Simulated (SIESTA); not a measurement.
Crystal: SnTe3.

```
Te Sn
1.0
     0.00000    3.86122    3.86122
     3.86122    0.00000    3.86122
     3.86122    3.86122    0.00000
Te Sn
3 1
Cartesian
  3.8612 3.8612 3.8612
  5.7918 5.7918 5.7918
  1.9306 1.9306 1.9306
  0.0000 0.0000 0.0000
```

The cell comes from a database or a generator and needn't be the stable form of this composition.

```yaml
Program: SIESTA 5.4.2
Task: single point
Functional: PBE
Potentials_or_basis: PseudoDojo 0.4 standard (PBE files)
Basis: DZP (energy shift 0.003 Ry; two zetas on semicore shells)
Grid_cutoff: 500 Ry
Energy_shift: 0.003 Ry
k_mesh: 6 × 6 × 6
Occupations: fermi-dirac, width 0.05 eV
Spin: no spin polarisation
```

On this cell: pressure 1.4 GPa; largest force zero by symmetry; band gap on the k mesh none (metal or under the smearing width).

The same run follows on a disturbed copy (atoms moved at random, drawn with an rms of 0.05 Å):

```xyz
4
Lattice="0.0000 3.8612 3.8612 3.8612 0.0000 3.8612 3.8612 3.8612 0.0000" Properties=species:S:1:pos:R:3 pbc="T T T"
Te    3.8527    3.8186    3.9015
Te    5.7771    5.8021    5.7922
Te    1.9779    1.9166    1.9185
Sn   -0.0021   -0.0037   -0.0007
```

**Question.** What changes?

**Answer.** The energy (extrapolated to zero smearing) moves by +1.1 meV/atom; pressure 1.4 GPa; largest force 0.103 eV/Å; band gap on the k mesh none (metal or under the smearing width).

Forces in eV/Å, atoms in the order of the input:
```
Te  -0.014  0.030 -0.007
Te   0.087 -0.013 -0.053
Te  -0.065  0.040 -0.005
Sn  -0.006 -0.058  0.066
```

Stress tensor (GPa, compression positive):
```
 1.50  0.01  0.17
 0.01  1.37 -0.27
 0.17 -0.27  1.40
```

Caveats: the basis of atomic orbitals isn't converged, which shifts pressures, moduli and gaps.
